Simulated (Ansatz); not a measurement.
# C2H10OSi: the cost of one run

All numbers below are computed with Ansatz 0.2.0 (UHF/STO-3G).

**1. Starting point**

Bond lengths: Si1–C2 2.175 Å, C2–C3 1.522 Å, Si1–H4 1.492 Å, Si1–H5 1.459 Å, Si1–H6 1.452 Å, Si1–O8 2.070 Å, C2–H9 1.103 Å, C2–H10 1.088 Å, C3–H11 1.086 Å, C3–H12 1.087 Å, C3–H13 1.092 Å, O8–H14 0.955 Å. Angles (14 of 23 angles, heavy atoms first): Si1–C2–C3 107.8°, C2–Si1–O8 76.2°, Si1–C2–H9 132.1°, Si1–C2–H10 93.8°, C3–C2–H9 108.1°, C3–C2–H10 109.9°, C2–Si1–H4 90.8°, C2–Si1–H5 114.3°, C2–Si1–H6 112.9°, H4–Si1–O8 166.9°, H5–Si1–O8 86.9°, H6–Si1–O8 82.6°, C2–C3–H11 110.8°, C2–C3–H12 111.1°.

As a file:

```xyz
14

Si   -0.7865    0.8044    0.9331
C    -0.1981   -0.7818   -0.4337
C     0.5107   -0.1381   -1.6167
H    -1.8010    1.2971   -0.0433
H     0.1204    1.9473    0.9531
H    -1.6284    0.3313    2.0174
H     0.4692   -0.6502    0.7879
O     0.6733   -0.2287    1.9750
H     0.2494   -1.7754   -0.2652
H    -1.2227   -1.0281   -0.7050
H     0.0187    0.7866   -1.9039
H     1.5447    0.0947   -1.3746
H     0.5151   -0.7947   -2.4887
H     1.5352    0.1357    2.1646
```

**2. Run 1**

150 steps of 0.5 fs at constant energy, with velocities drawn for 600 K.

Input file input.yaml:

```yaml
crystal:
  periodic: [false, false, false]
  atoms:
    - { symbol: Si, position_ang: [-0.7865, 0.8044, 0.9331] }
    - { symbol: C, position_ang: [-0.1981, -0.7818, -0.4337] }
    - { symbol: C, position_ang: [0.5107, -0.1381, -1.6167] }
    - { symbol: H, position_ang: [-1.801, 1.2971, -0.0433] }
    - { symbol: H, position_ang: [0.1204, 1.9473, 0.9531] }
    - { symbol: H, position_ang: [-1.6284, 0.3313, 2.0174] }
    - { symbol: H, position_ang: [0.4692, -0.6502, 0.7879] }
    - { symbol: O, position_ang: [0.6733, -0.2287, 1.975] }
    - { symbol: H, position_ang: [0.2494, -1.7754, -0.2652] }
    - { symbol: H, position_ang: [-1.2227, -1.0281, -0.705] }
    - { symbol: H, position_ang: [0.0187, 0.7866, -1.9039] }
    - { symbol: H, position_ang: [1.5447, 0.0947, -1.3746] }
    - { symbol: H, position_ang: [0.5151, -0.7947, -2.4887] }
    - { symbol: H, position_ang: [1.5352, 0.1357, 2.1646] }
magnetization:
  spin_polarized: true
basis:
  gaussian: { orbitals: STO-3G }
hamiltonian:
  xc: hf
md:
  timestep: 0.5
  n_steps: 150
  ensemble: nve
  temperature: 600.0
  initial_velocities: maxwell_boltzmann
  seed: 929408
```

Started as:

```
ansatz run input.yaml --threads 1 --pin off --max-ram 2048MiB --backend cpu --events-out ev --progress --plain --runs-dir out
```

Q: Estimate wall time and peak memory on 1 thread of Intel Xeon 6975P-C (Granite Rapids), shared host.

About 1.8 min, with a peak of 0.11 GiB.
